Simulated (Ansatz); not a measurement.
# O: a line through a two-coordinate scan

Aim: follow the energy of O (Fmmm, No. 69; 2 atoms in the cell) along one coordinate, volume per atom, with the other held at stretch along c over the lengths across it = 0.923.

Method: DFT LDA, scalar-relativistic, plane waves, PAW, in Ansatz 0.2.0.

16 further runs of the same task are left out: 16 set aside as unsound or not needed.

### Step 1. The system as given

It takes space group Fmmm (No. 69, orthorhombic). The conventional cell has a = 3.225 Å, b = 3.246 Å, c = 7.388 Å, α = 90.00°, β = 90.00°, γ = 90.00°. O (site symmetry mm2) is surrounded by 1 O at 1.19 Å.

As a file:

```
CELL_PARAMETERS angstrom
0.00000 1.62317 3.69396
1.61269 0.00000 3.69396
1.61269 1.62317 0.00000
ATOMIC_POSITIONS crystal
O 0.08085 0.08085 0.91915
O 0.91915 0.91915 0.08085
```

This cell was relaxed beforehand with the same method: volume 9.67 Å³/atom, gap on the mesh none (metal).

### Step 2. What is varied

The energy is mapped over volume and the cell's shape.

- volume per atom: 7 values from 8.12 to 11.22 Å³
- stretch along c over the lengths across it, relative to the relaxed cell: 7 values from 0.886 to 1.128

Nothing else is relaxed (fractional coordinates fixed). Energies count from the relaxed crystal. Points are written as (first, second).

### Step 3. Grid point (8.12 Å³, 0.923)

Input file input.yaml:

```yaml
crystal:
  lattice:
    - [0.0, 1.5730658072, 3.3035583267]
    - [1.5629105221, 0.0, 3.3035583267]
    - [1.5629105221, 1.5730658072, 0.0]
  atoms:
    - { symbol: O, position: [0.0808467867, 0.0808467867, 0.9191532133] }
    - { symbol: O, position: [0.9191532133, 0.9191532133, 0.0808467867] }
basis:
  ecutwfc: 520.0
kpoints:
  mp_grid: { grid: [22, 22, 22] }
hamiltonian:
  xc: lda
scf:
  occupations: { method: gaussian, width: 0.15 }
output:
  forces: true
  stress: true
  eigenvalues: true
```

Run with:

```bash
ansatz run input.yaml --threads 1 --pin off --max-ram 2048MiB --backend cpu --events-out ev --progress --plain --runs-dir out
```

The session goes on with these runs: the other points of the line.

What does the calculation give? Wanted: for each run, volume per atom; energy; slope; pressure; largest force on an atom.

The runs gave:

```
volume per atom (Å³)  step  energy (meV/atom)  slope (meV/atom per Å³)  pressure (GPa)  largest force on an atom (eV/Å)
                8.12     3                442                     −386              62                             15.3
                8.64     4                276                     −262              42                             11.5
                9.15     5                166                     −169              27                              8.5
                9.67     –                 98                      −97              16                              6.0
               10.19     6                 63                      −43               7                              3.8
               10.70     7                 52                        0               0                              2.0
               11.22     8                 61                       33              −5                              0.5
```

Energies count from the relaxed crystal. Rows without a step come from runs not printed here or follow by symmetry. Slopes come from the forces (and the stress, where the cell changes), not from differences of energies.

What this shows: The lowest point of the line is at 10.70 Å³, 52 meV/atom from the zero. A fit to energies and slopes at the lowest point and its two neighbours puts the minimum at 10.704 Å³, with a curvature of about 72 meV/atom per (Å³)². V·d²E/dV² there is about 120 GPa, a bulk modulus under this line's constraint. The highest point computed, at 8.12 Å³, lies 390 meV/atom above the lowest. This is one cut through a surface in two coordinates; the map's lowest point lies off it. With holes in the anion's p shell and no spin polarisation, a magnetic state may well lie lower, so these values are doubtful. Where forces pass 15 eV/Å atoms stand far too close, the PAW spheres overlap strongly and those numbers are rough.
